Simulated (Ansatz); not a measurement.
# C2H2OSe (SMILES C#CO[SeH]): single points off equilibrium

How do the functionals fare away from a minimum? The structure is a structure displaced at random from a GFN2-xTB minimum.

Program: Ansatz 0.2.0, Gaussian basis. Level of theory: single points in def2-TZVPP. These are calculated values, not measurements.

Correlated methods freeze the cores. Filled d shells of the heavier atoms are correlated.

## 1. Where the work starts

SMILES `C#CO[SeH]`, 6 atoms, charge 0, spin multiplicity 1.

Atoms are counted from 1 here; the program's logs count them from 0.

Bond lengths: C1–C2 1.192 Å, C1–H5 1.010 Å, C2–O3 1.291 Å, O3–Se4 1.841 Å, Se4–H6 1.429 Å. Angles: C2–C1–H5 174.6°, C1–C2–O3 177.0°, C2–O3–Se4 120.2°, O3–Se4–H6 93.7°.

Geometry (Å):

```xyz
6
C2H2OSe
C     1.68650    0.07200    0.14510
C     0.55460   -0.26550    0.30340
O    -0.66340   -0.62000    0.54090
Se   -1.95340   -0.42820   -0.75810
H     2.66140    0.33300    0.10160
H    -2.29110    0.90090   -0.35600
```

## 2. CCSD(T)/def2-TZVPP

run/in.yaml reads:

```yaml
crystal:
  periodic: [false, false, false]
  atoms:
    - {symbol: C, position_ang: [1.686500, 0.072000, 0.145100]}
    - {symbol: C, position_ang: [0.554600, -0.265500, 0.303400]}
    - {symbol: O, position_ang: [-0.663400, -0.620000, 0.540900]}
    - {symbol: Se, position_ang: [-1.953400, -0.428200, -0.758100]}
    - {symbol: H, position_ang: [2.661400, 0.333000, 0.101600]}
    - {symbol: H, position_ang: [-2.291100, 0.900900, -0.356000]}
basis:
  gaussian: {orbitals: def2-TZVPP}
correlation: {method: ccsd_t}
output: {forces: true}
```

No record of the launch command was kept for these runs.

## 3. PBE0-D4/def2-TZVPP

Edit run/in.yaml of step 2 so:

```diff
@@ -11,3 +11,3 @@
   gaussian: {orbitals: def2-TZVPP}
-correlation: {method: ccsd_t}
-output: {forces: true}
+hamiltonian: {xc: pbe0, dispersion: d4}
+output: {forces: true, orbitals: {seedname: orbitals}}
```

## 4. wB97M-V/def2-TZVPP

Edit run/in.yaml of step 3 so:

```diff
@@ -11,3 +11,3 @@
   gaussian: {orbitals: def2-TZVPP}
-hamiltonian: {xc: pbe0, dispersion: d4}
-output: {forces: true, orbitals: {seedname: orbitals}}
+hamiltonian: {xc: {name: wB97M-V}}
+output: {forces: true}
```

## 5. r2SCAN-D4/def2-TZVPP

Edit run/in.yaml of step 4 so:

```diff
@@ -11,3 +11,3 @@
   gaussian: {orbitals: def2-TZVPP}
-hamiltonian: {xc: {name: wB97M-V}}
+hamiltonian: {xc: r2scan, dispersion: d4}
 output: {forces: true}
```

## 6. PBE-D4/def2-TZVPP

Edit run/in.yaml of step 5 so:

```diff
@@ -11,3 +11,3 @@
   gaussian: {orbitals: def2-TZVPP}
-hamiltonian: {xc: r2scan, dispersion: d4}
+hamiltonian: {xc: pbe, dispersion: d4}
 output: {forces: true}
```

## 7. BLYP-D4/def2-TZVPP

Edit run/in.yaml of step 6 so:

```diff
@@ -11,3 +11,3 @@
   gaussian: {orbitals: def2-TZVPP}
-hamiltonian: {xc: pbe, dispersion: d4}
+hamiltonian: {xc: {name: BLYP}, dispersion: d4}
 output: {forces: true}
```

## 8. HSE06-D4/def2-TZVPP

Edit run/in.yaml of step 7 so:

```diff
@@ -11,3 +11,3 @@
   gaussian: {orbitals: def2-TZVPP}
-hamiltonian: {xc: {name: BLYP}, dispersion: d4}
+hamiltonian: {xc: hse06, dispersion: d4}
 output: {forces: true}
```

(Steps that only read results are left out.)

Before running it: what results should come out? Wanted: energy less free atoms, CCSD(T)/def2-TZVPP; RMS force component; RMS force error; HOMO and LUMO, PBE0-D4; T1 diagnostic.

As calculated:

| quantity | value |
| --- | --- |
| energy less free atoms, CCSD(T)/def2-TZVPP | -2092.7 kJ/mol |
| RMS force component | 0.762 to 0.946 eV/Å over the methods |
| RMS force error | PBE0-D4 0.360, wB97M-V 0.379, r2SCAN-D4 0.363, PBE-D4 0.431, BLYP-D4 0.465, HSE06-D4 0.357 eV/Å |
| HOMO and LUMO, PBE0-D4 | -7.33 and -2.38 eV |
| T1 diagnostic | 0.013 |

What this shows: Against CCSD(T) the functionals' energies less atoms differ by -196.8 to -80.3 kJ/mol, PBE-D4 by -196.8 kJ/mol. The reference is not at the basis limit: in triple zeta CCSD(T) underbinds, which counts against methods that bind more; the gaps are no ranking. For forces HSE06-D4 does best and BLYP-D4 worst. Frozen-core CCSD(T) forces in triple zeta carry basis errors of their own, and this is one geometry, so small gaps rank nothing.
